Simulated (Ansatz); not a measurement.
# GeCl₄ (triplet): wave-function methods side by side, cc-pVDZ

One table from this session's results is given with a row withheld; the runs are named, their logs left out.

Method: cc-pVDZ, core rule «outside noble gas», up to 34 orbitals frozen; program: Ansatz 0.2.0, Gaussian basis.

Plan: UHF; CCSD(T) on ROHF; CCSD(T) on UHF; BCCD(T) on ROHF.

11 further runs of the same task are left out: 4 that didn't finish, 7 set aside as unsound or not needed.

### The system

The geometry is a PBE0/def2-TZVP stationary point (not a proven minimum) of the parent state, kept for this charge and spin. No spin-orbit coupling is included. The filled d shell of Ge may be among the frozen orbitals whatever the setting's name suggests; the logs give the count.

5 atoms, charge 0, spin multiplicity 3.

Atoms are counted from 1 here; the program's logs count them from 0.

Bond lengths: Ge1–Cl2 2.117 Å, Ge1–Cl3 2.117 Å, Ge1–Cl4 2.117 Å, Ge1–Cl5 2.117 Å. Angles: Cl2–Ge1–Cl3 109.5°, Cl2–Ge1–Cl4 109.5°, Cl2–Ge1–Cl5 109.5°, Cl3–Ge1–Cl4 109.5°, Cl3–Ge1–Cl5 109.5°, Cl4–Ge1–Cl5 109.5°.

Coordinates:

```xyz
5
Cl4Ge
Ge    0.0000    0.0000    0.0000
Cl    1.2219    1.2222    1.2222
Cl   -1.2244   -1.2199    1.2220
Cl   -1.2198    1.2220   -1.2245
Cl    1.2223   -1.2243   -1.2197
```

The first run:

in.yaml

```yaml
crystal:
  periodic: [false, false, false]
  atoms:
    - {symbol: Ge, position_ang: [0.000000, 0.000000, 0.000000]}
    - {symbol: Cl, position_ang: [1.221899, 1.222219, 1.222210]}
    - {symbol: Cl, position_ang: [-1.224410, -1.219908, 1.222006]}
    - {symbol: Cl, position_ang: [-1.219807, 1.221998, -1.224519]}
    - {symbol: Cl, position_ang: [1.222318, -1.224309, -1.219697]}
basis:
  gaussian: {orbitals: cc-pVDZ}
magnetization: {spin_polarized: true, initial_magnetization: 2}
hamiltonian: {xc: hf}
output: {orbitals: {seedname: orbitals}}
```

Command:

```bash
> ansatz run in.yaml --threads 1 --pin off --events-out ev --progress --plain --max-ram 4096MiB --backend cpu
```

Among the steps run: UHF; CCSD(T) on ROHF; CCSD(T) on UHF; BCCD(T) on ROHF.

One of the session's tables, all rows but one given; the rest of the session is left out.

It belongs to the step «Misses and costs». 

```
  method  from RCCSD(T) (kcal/mol)
    RMP2                    +38.75
    UMP2                    +40.37
   RCCSD                    +17.79
   UCCSD                    +17.62
RCCSD(T)                         0
UCCSD(T)                     +0.69
 BCCD(T)                         ?
```

**Question.** Estimate the row for BCCD(T).

As computed: from RCCSD(T) (kcal/mol): +0.55. In the column «from RCCSD(T) (kcal/mol)» it lies between RCCSD(T) (0) and UCCSD(T) (+0.69).

Left out of the table: ROHF, UHF (another determinant or state than the rows shown).

The program flags RCCSD(T), UCCSD(T), BCCD(T) as in doubt (see the logs), so the zero of the table is itself unsure.

Limits of these values: The report flags that the cluster equations may have other roots. The program flags RCCSD(T), UCCSD(T), BCCD(T) as in doubt, so the zero of the table is itself unsure. Warnings: coupled cluster took another determinant than the lowest; large T1 diagnostic. Restricted and unrestricted rows rest on different reference determinants; where their highest levels disagree by more than a few hundredths of an eV, they describe different states and don't form one ladder.
